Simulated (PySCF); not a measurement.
**Hg2F2: other functionals and bases at one geometry**

The task here is to estimate one member of a computed series from the others.

Method: several levels, as the steps say, no spin–orbit coupling; program: PySCF 2.14.0.

3 further runs of the same task are left out: 2 for a known fault of the program, 1 that didn't finish.

### Starting geometry

4 atoms, charge 0, spin multiplicity 1.

Bond lengths: Hg1–F3 2.255 Å, Hg1–F4 2.255 Å, Hg2–F3 2.255 Å, Hg2–F4 2.255 Å. Angles: F3–Hg1–F4 75.7°, F3–Hg2–F4 75.7°, Hg1–F3–Hg2 104.3°, Hg1–F4–Hg2 104.3°.

As a file:

```mol
F2Hg2
  3D, bonds by distance, orders not assigned

  4  4  0  0  0  0  0  0  0  0999 V2000
    0.0000   -0.0000    1.7805 Hg  0  0
   -0.0000    0.0000   -1.7805 Hg  0  0
    1.3843   -0.0000   -0.0000 F   0  0
   -1.3843    0.0000    0.0000 F   0  0
  1  3  8  0
  1  4  8  0
  2  3  8  0
  2  4  8  0
M  END
```

Formal oxidation states: Hg +1. An earlier session relaxed this geometry at TPSS, Hg def2-SVP with ECP60, F def2-SVP (singlet, point group D2h).

At TPSS on the finer grid: E = -506.385210 Eh, HOMO -5.90 eV, LUMO -5.19 eV, Mulliken charge on Hg1 +0.38 e, largest force component 0.019 eV/Å. The gap is small, and the closed shell wasn't tested for a lower spin-broken solution.

Levels to run: BLYP; M06-L; TPSSh; B3LYP; TPSS, TZVP; TPSS, x2c-SVP. Hardware: 2 threads of Arm Neoverse V2, shared host.

The first run:

Input file run.py (the lines that set the calculation):

```python
mol = gto.M(atom='''
Hg     0.00000     0.00000     1.78047
Hg     0.00000     0.00000    -1.78047
F      1.38429     0.00000     0.00000
F     -1.38429     0.00000     0.00000''',
    basis={'Hg': 'def2-SVP', 'F': 'def2-SVP'},
    ecp={'Hg': 'def2-SVP'},
    charge=0, spin=0)
mf = dft.RKS(mol, xc='BLYP')
mf.grids.atom_grid = (75, 302)
mf = mf.density_fit()  # fitting sets: Hg def2-universal-JKFIT, F def2-universal-JKFIT
mf.conv_tol = 1e-08; mf.max_cycle = 55
mf.kernel(dm0)  # dm0: the density of the relaxed state
```

The run is started by

```console
OMP_NUM_THREADS=2 python run.py
```

Among the steps run: BLYP; M06-L; TPSSh; B3LYP; TPSS, TZVP; TPSS, x2c-SVP.

One of the session's tables, all rows but one given; the rest of the session is left out.

```
              level  HOMO (eV)  gap (eV)  charge on Hg1 (e)  largest force component (eV/Å)
TPSS (relaxed here)      -5.90      0.71               0.38                            0.02
               BLYP      -5.93      0.68               0.36                            0.37
              M06-L      -5.84      0.73               0.45                            0.11
              TPSSh      -6.15      1.17               0.41                            0.12
              B3LYP      -6.57      1.59               0.41                            0.01
         TPSS, TZVP      -6.03      0.72               0.50                            0.11
      TPSS, x2c-SVP          ?         ?                  ?                               ?
```

**Question.** Estimate the row for TPSS, x2c-SVP.

**Answer.** HOMO (eV): -6.03; gap (eV): 0.70; charge on Hg1 (e): 0.30; largest force component (eV/Å): 0.07.

In one basis the HOMO–LUMO gap runs from 0.68 eV (BLYP) to 1.59 eV (B3LYP). The largest leftover force, 0.37 eV/Å with BLYP, stands at a geometry relaxed at another level. Total energies of different levels can't be compared.
